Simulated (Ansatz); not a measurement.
# C₂H₇GeNO: a ladder of functionals and wavefunction methods

How much do the methods differ for C₂H₇GeNO? The plan is to run it at one geometry with functionals of several rungs and with coupled cluster. The yardstick is the atomisation energy at the CCSD(T) limit.

Program: Ansatz 0.2.0, Gaussian basis. Level of theory: functionals in def2-TZVPP, the program's frozen cores in correlated methods. These are calculated values, not measurements.

The runs, in order: PBE-D4, r2SCAN-D4, PBE0-D4, B3LYP-D4, ωB97X-V, ωB97M-V, B2PLYP; CCSD(T)/def2-TZVPP; MP2/def2-QZVPP; extrapolation to the limit.

## (1) The relaxed structure

An earlier PBE0-D4 in a triple-zeta def2 set relaxation fixed the geometry.

SMILES `[CH3][GeH]([NH2])[CH]=O`, 12 atoms, charge 0, spin multiplicity 1.

Atoms are counted from 1 here; the program's logs count them from 0.

Bond lengths: C1–Ge2 1.939 Å, C1–H6 1.090 Å, C1–H7 1.090 Å, C1–H8 1.091 Å, Ge2–N3 1.842 Å, Ge2–C4 2.015 Å, Ge2–H9 1.543 Å, N3–H10 1.010 Å, N3–H11 1.010 Å, C4–O5 1.203 Å, C4–H12 1.120 Å. Angles: Ge2–C1–H6 110.0°, Ge2–C1–H7 110.2°, Ge2–C1–H8 109.9°, H6–C1–H7 109.5°, H6–C1–H8 108.2°, H7–C1–H8 109.0°, C1–Ge2–N3 109.5°, C1–Ge2–C4 107.8°, C1–Ge2–H9 114.1°, N3–Ge2–C4 111.6°, N3–Ge2–H9 105.7°, C4–Ge2–H9 108.1°, Ge2–N3–H10 115.2°, Ge2–N3–H11 115.3°, H10–N3–H11 108.9°, Ge2–C4–O5 122.4°, Ge2–C4–H12 118.3°, O5–C4–H12 119.3°.

## (2) PBE-D4 (GGA)

Input file in.yaml:

```yaml
crystal:
  periodic: [false, false, false]
  atoms:
    - {symbol: C, position_ang: [-1.418876, -0.879665, 0.370640]}
    - {symbol: Ge, position_ang: [0.276579, 0.055713, 0.470634]}
    - {symbol: N, position_ang: [1.599804, -0.987880, -0.273704]}
    - {symbol: C, position_ang: [0.073870, 1.806901, -0.505963]}
    - {symbol: O, position_ang: [-0.989695, 2.203927, -0.903584]}
    - {symbol: H, position_ang: [-2.219163, -0.244399, 0.750976]}
    - {symbol: H, position_ang: [-1.376481, -1.799237, 0.954187]}
    - {symbol: H, position_ang: [-1.644751, -1.127824, -0.667454]}
    - {symbol: H, position_ang: [0.744451, 0.360932, 1.908467]}
    - {symbol: H, position_ang: [1.492156, -1.181162, -1.259572]}
    - {symbol: H, position_ang: [2.544420, -0.673621, -0.103694]}
    - {symbol: H, position_ang: [0.994485, 2.411412, -0.706933]}
basis:
  gaussian: {orbitals: def2-TZVPP}
hamiltonian: {xc: pbe, dispersion: d4}
output: {forces: true, orbitals: {seedname: orbitals}}
```

Started as:

```
ansatz run in.yaml --threads 4 --pin off --events-out ev --progress --plain --max-ram 10444MiB
```

After this run come: r2SCAN-D4 (meta-GGA); PBE0-D4 (hybrid); B3LYP-D4 (hybrid); ωB97X-V (range-separated); ωB97M-V (range-separated); B2PLYP (double hybrid); CCSD(T) in def2-TZVPP; MP2 in def2-QZVPP.

Q: Predict the results of all the runs planned. Wanted: atomisation energy, CCSD(T)/CBS; farthest; mean size of error, hybrid; mean size of error, range-separated; gap, smallest and largest; T1 diagnostic; triples share of the correlation energy.

As calculated:

| quantity | value |
| --- | --- |
| atomisation energy, CCSD(T)/CBS | 1040.4 kcal/mol |
| functionals within 10.4 kcal/mol (1.0 %) | r2SCAN-D4, PBE0-D4, B3LYP-D4, ωB97X-V, ωB97M-V |
| farthest | PBE-D4 (+21.6 kcal/mol) |
| mean size of error, hybrid | 2.4 kcal/mol |
| mean size of error, range-separated | 1.7 kcal/mol |
| gap, smallest and largest | 2.62 eV (PBE-D4), 9.83 eV (ωB97X-V) |
| T1 diagnostic | 0.0128 |
| triples share of the correlation energy | 3.9 % |

What this shows: PBE-D4 misses by +21.6 kcal/mol. Double hybrids carry the basis error of their MP2 part in triple zeta, and no dispersion term here, so their miss is partly the set-up's. Misses under about 10.4 kcal/mol are within the doubt on the reference itself, which lacks core-valence correlation, relativity and higher excitations, and its outer-core shells are covered unevenly. Hartree-Fock recovers 69 % of the binding; the rest is correlation. The gap grows from 2.6 to 9.8 eV across the functionals, mostly with the share of exact exchange. Correlated methods include outer-core shells of Ge, which these sets cover unevenly.
